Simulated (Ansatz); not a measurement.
# Al5BP6: the cost of one run

Program: Ansatz 0.2.0. Level of theory: DFT PBE, scalar-relativistic, plane waves, PAW. These are calculated values, not measurements.

## (1) The structure to begin with

The structure is trigonal, space group P31m (No. 157). Conventional cell: a = 6.308 Å, b = 6.308 Å, c = 5.978 Å, α = 90.00°, β = 90.00°, γ = 120.00°. Al (site symmetry m) is surrounded by 4 P at 2.23 to 2.24 Å. Al (site symmetry 3) is surrounded by 4 P at 2.23 to 2.24 Å. B (site symmetry 3m) is surrounded by 4 P at 2.23 to 2.24 Å. P (site symmetry m) has 1 B at 2.23 Å and 3 Al at 2.23 to 2.24 Å as nearest neighbours. Around P (site symmetry 3m) lie 3 Al at 2.23 Å and 1 B at 2.24 Å. P (site symmetry 3) is surrounded by 4 Al at 2.23 to 2.24 Å.

Coordinates:

```
CELL_PARAMETERS angstrom
6.30823 0.00000 0.00000
-3.15411 5.46308 0.00000
0.00000 0.00000 5.97800
ATOMIC_POSITIONS crystal
Al 0.66667 0.00000 0.00007
Al 0.33333 0.33333 0.00007
Al 0.00000 0.66667 0.00007
Al 0.66667 0.33333 0.50007
Al 0.33333 0.66667 0.50007
B 0.00000 0.00000 0.50007
P 0.66667 0.00000 0.37493
P 0.33333 0.33333 0.37493
P 0.00000 0.66667 0.37493
P 0.00000 0.00000 0.87493
P 0.66667 0.33333 0.87493
P 0.33333 0.66667 0.87493
```

The start is an ordering of an alloy on its end members' structure types: elements ordered on the sites of the AlP type, B/Al on Al (P31m, No. 157).

## (2) The guess as it stands, on a coarse mesh

File input.yaml:

```yaml
crystal:
  lattice:
    - [6.30822564, 0.0, 0.0]
    - [-3.15411282, 5.46308366, 0.0]
    - [0.0, 0.0, 5.97799723]
  atoms:
    - { symbol: Al, position: [0.66666667, 0.0, 6.9e-05] }
    - { symbol: Al, position: [0.33333333, 0.33333333, 6.9e-05] }
    - { symbol: Al, position: [0.0, 0.66666667, 6.9e-05] }
    - { symbol: Al, position: [0.66666667, 0.33333333, 0.500069] }
    - { symbol: Al, position: [0.33333333, 0.66666667, 0.500069] }
    - { symbol: B, position: [0.0, 0.0, 0.500069] }
    - { symbol: P, position: [0.66666667, 0.0, 0.37493101] }
    - { symbol: P, position: [0.33333333, 0.33333333, 0.37493101] }
    - { symbol: P, position: [0.0, 0.66666667, 0.37493101] }
    - { symbol: P, position: [0.0, 0.0, 0.87493101] }
    - { symbol: P, position: [0.66666667, 0.33333333, 0.87493101] }
    - { symbol: P, position: [0.33333333, 0.66666667, 0.87493101] }
basis:
  ecutwfc: 420
kpoints:
  mp_grid: { grid: [3, 3, 4] }
hamiltonian:
  xc: pbe
scf:
  occupations: { method: gaussian, width: 0.1 }
  lower_state_search: "off"
output:
  forces: true
  stress: true
  eigenvalues: true
```

Launch:

```
ansatz run input.yaml --threads 1 --pin off --max-ram 2560MiB --backend cpu --events-out ev --progress --plain --runs-dir out
```

What time and memory should one allow on 1 thread of Intel Xeon at 2.50GHz (Skylake/Cascade Lake), shared host?

About 14 s, with a peak of 0.4 GiB.
